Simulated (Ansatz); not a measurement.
# Li6Ag: the cost of one run

Computed with Ansatz 0.2.0 (DFT PBE, scalar-relativistic, plane waves, PAW, unless a step's input says otherwise).

### Step 1. The structure to begin with

Symmetry: P6/mmm, No. 191, hexagonal system. Conventional cell: a = 7.908 Å, b = 7.908 Å, c = 2.830 Å, α = 90.00°, β = 90.00°, γ = 120.00°. Li (site symmetry m2m) has 5 Li at 2.58 to 2.83 Å and 2 Ag at 2.94 Å as nearest neighbours. Ag (site symmetry 6/mmm) is surrounded by 2 Ag at 2.83 Å and 12 Li at 2.94 Å.

Coordinates:

```cif
data_structure
_symmetry_space_group_name_H-M 'P6/mmm'
_symmetry_Int_Tables_number 191
_cell_length_a 7.9076
_cell_length_b 7.9076
_cell_length_c 2.8300
_cell_angle_alpha 90.000
_cell_angle_beta 90.000
_cell_angle_gamma 120.000
_cell_volume 153.25
loop_
_atom_site_label
_atom_site_type_symbol
_atom_site_symmetry_multiplicity
_atom_site_Wyckoff_symbol
_atom_site_fract_x
_atom_site_fract_y
_atom_site_fract_z
_atom_site_occupancy
Li1 Li 6 k 0.00000 0.32656 0.50000 1
Ag1 Ag 1 a 0.00000 0.00000 0.00000 1
```

It is the end of an earlier relaxation with the same method, from a database cell with other species swapped in; it is a trial structure. At a tolerance of 0.05 Å it has space group P6/mmm (No. 191); it has 21.89 Å³/atom, an uncorrected energy of +0.13 eV/atom over the elements.

### Step 2. Static run: bands, density of states and charges

File input.yaml:

```yaml
crystal:
  lattice:
    - [7.9076186232, 0.0, 0.0]
    - [-3.9538093116, 6.8481986112, 0.0]
    - [0.0, 0.0, 2.8300116506]
  atoms:
    - { symbol: Li, position: [0.0, 0.3265599977, 0.5] }
    - { symbol: Li, position: [0.6734400023, 0.6734400023, 0.5] }
    - { symbol: Li, position: [0.3265599977, 0.0, 0.5] }
    - { symbol: Li, position: [0.0, 0.6734400023, 0.5] }
    - { symbol: Li, position: [0.3265599977, 0.3265599977, 0.5] }
    - { symbol: Li, position: [0.6734400023, 0.0, 0.5] }
    - { symbol: Ag, position: [0.0, 0.0, 0.0] }
basis:
  ecutwfc: 420
kpoints:
  mp_grid: { grid: [6, 6, 14] }
  band_path:
    path:
      - [[0.0, 0.0, 0.0], [0.5, 0.0, 0.0], [0.33333333, 0.33333333, 0.0], [0.0, 0.0, 0.0], [0.0, 0.0, 0.5], [0.5, 0.0, 0.5], [0.33333333, 0.33333333, 0.5], [0.0, 0.0, 0.5]]
      - [[0.5, 0.0, 0.5], [0.5, 0.0, 0.0]]
      - [[0.33333333, 0.33333333, 0.5], [0.33333333, 0.33333333, 0.0]]
    npoints: 14
hamiltonian:
  xc: pbe
scf:
  occupations: { method: gaussian, width: 0.1 }
  n_extra_bands: 17
output:
  forces: true
  stress: true
  eigenvalues: true
  populations: true
  dos: { projected: true, de: 0.02, nscf_kmesh: { grid: [8, 8, 17] } }
  bader: true
  write_density: true
  write_potential: true
  elf: true
  volumetric_format: npy
```

Started as:

```
$ ansatz run input.yaml --threads 1 --pin off --max-ram 2048MiB --backend cpu --events-out ev --progress --plain --runs-dir out
```

Q: Estimate wall time and peak memory on 1 thread of Arm Neoverse V1, shared host.

About 1.8 min, with a peak of 0.65 GiB.
